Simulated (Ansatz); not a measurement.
# Na4IN: the cost of one run

Program: Ansatz 0.2.0. Level of theory: DFT PBE, scalar-relativistic, plane waves, PAW, unless a step names another level. These are calculated values, not measurements.

17 further runs of the same task are left out: 1 that didn't finish, 16 set aside as unsound or not needed.

**1. What the formula suggests**

Pauling electronegativities: Na 0.93, I 2.66, N 3.04 (spread 2.11). The formula balances with common oxidation states: Na +1, I -1, N -3. Tabulated atomic sizes suggest about 22 Å³/atom. 36 candidates were drawn, by swapping species into database cells of other compounds, at random by space group and Wyckoff sites, or by hand, as the table says:

```
name                 made from  space group no.                  Wyckoff sites  atoms (primitive cell)  V (Å³/atom)
 c01  database cell of ErInNi4              216             Na 16e; I 4d; N 4a                       6         21.3
 c02  database cell of Ti4CuAg              123          Na 2h, 2g; I 1d; N 1a                       6         24.6
 c03   database cell of HfNbB4               71              Na 8l; I 2a; N 2c                       6         19.8
 c04   database cell of Ta4SeS               99  Na 1b, 1a, 1b, 1a; I 1a; N 1b                       6         21.4
 c05   database cell of LaGdC4               65          Na 4i, 4j; I 2c; N 2a                       6         20.0
 c06   database cell of RbAlF4              123          Na 2f, 2g; I 1d; N 1a                       6         18.6
 c07  database cell of CeAlCu4               65          Na 4i, 4f; I 2b; N 2d                       6         22.1
 c08  database cell of ScInCu4              216             Na 16e; I 4c; N 4a                       6         20.8
 c09   database cell of LaYMg4              216             Na 16e; I 4a; N 4c                       6         30.4
 c10  database cell of FeCoSn4               97              Na 8j; I 2a; N 2b                       6         19.0
 c11   database cell of CrIrO4               65          Na 4g, 4j; I 2d; N 2b                       6         22.6
 c12    database cell of CuPO4               82              Na 8g; I 2a; N 2c                       6         25.6
 c13  database cell of Ta4CoNi               97              Na 8j; I 2b; N 2a                       6         24.2
 c14   database cell of Te4MoW              156  Na 1a, 1b, 1b, 1a; I 1b; N 1a                       6         30.6
 c15   database cell of LiYGa4              187          Na 2i, 2h; I 1b; N 1a                       6         23.3
 c16   database cell of SrCaI4               10          Na 2m, 2n; I 1f; N 1a                       6         26.7
 c17  database cell of Mg4SiSn              166          Na 6c, 6c; I 3a; N 3b                       6         29.5
 c18  database cell of LaCoNi4               65          Na 4i, 4f; I 2a; N 2c                       6         24.1
 c19   database cell of NaClO4              121              Na 8i; I 2a; N 2b                       6         20.5
 c20   database cell of RbFeF4              123          Na 2h, 2e; I 1a; N 1d                       6         22.1
 c21   database cell of TaAlO4               65          Na 4g, 4j; I 2a; N 2c                       6         21.3
 c22   database cell of TiNbO4              119          Na 4f, 4e; I 2a; N 2c                       6         26.5
 c23    database cell of MoWS4              156  Na 1c, 1a, 1a, 1c; I 1a; N 1c                       6         30.6
 c24  database cell of HoAlCu4              187          Na 1c, 3k; I 1e; N 1a                       6         23.2
 c25    database cell of H4NCl              215              Na 4e; I 1b; N 1a                       6         18.6
 c26  database cell of ErCdCu4              216             Na 16e; I 4a; N 4d                       6         21.3
 c27    database cell of AlWO4               65          Na 4h, 4i; I 2b; N 2d                       6         19.7
 c28   database cell of Li4NCl              166          Na 6c, 6c; I 3b; N 3a                       6         20.2
 c29  database cell of Na4TeSe              123              Na 4i; I 1a; N 1d                       6         27.5
 c30   database cell of BaCaI4                8      Na 4b, 2a, 2a; I 2a; N 2a                       6         28.8
 c31  database cell of ZrTaTe4              164          Na 2d, 2d; I 1b; N 1a                       6         24.6
 c32  database cell of Ti4CuAg              123          Na 2h, 2g; I 1a; N 1d                       6         24.6
 c33  database cell of SmCu4Pd              160          Na 9b, 3a; I 3a; N 3a                       6         22.5
 c34  database cell of TbDyAl4              216             Na 16e; I 4d; N 4b                       6         24.2
 c35   database cell of LiAgF4               12          Na 4i, 4h; I 2d; N 2a                       6         21.3
 c36   database cell of LiYGa4              187          Na 2h, 2i; I 1a; N 1b                       6         23.2
```

**2. Screening run of c16**

Contents of input.yaml:

```yaml
crystal:
  lattice:
    - [6.08010608, 0.0, 0.0]
    - [0.0, 3.8933056, 0.0]
    - [-0.02668637, 0.0, 6.77202794]
  atoms:
    - { symbol: Na, position: [0.23905891, 0.0, 0.34453389] }
    - { symbol: Na, position: [0.249088, 0.5, 0.82156253] }
    - { symbol: Na, position: [0.750912, 0.5, 0.17843747] }
    - { symbol: Na, position: [0.76094109, 0.0, 0.65546611] }
    - { symbol: I, position: [0.0, 0.5, 0.5] }
    - { symbol: "N", position: [0.0, 0.0, 0.0] }
basis:
  ecutwfc: 420
kpoints:
  mp_grid: { grid: [2, 3, 2] }
hamiltonian:
  xc: pbe
scf:
  occupations: { method: gaussian, width: 0.15 }
  lower_state_search: "off"
output:
  forces: true
  stress: true
  eigenvalues: true
relax:
  adjacent_minimum: "off"
  f_tol: 0.08
  max_steps: 16
  cell: { stress_tol: 0.8 }
```

The run is started by

```
> ansatz run input.yaml --threads 1 --pin off --max-ram 2560MiB --backend cpu --events-out ev --progress --plain --runs-dir out
```

Q: Estimate wall time and peak memory on 1 thread of AMD EPYC 9R45 (Zen 5), shared host.

About 21 s, with a peak of 0.48 GiB.
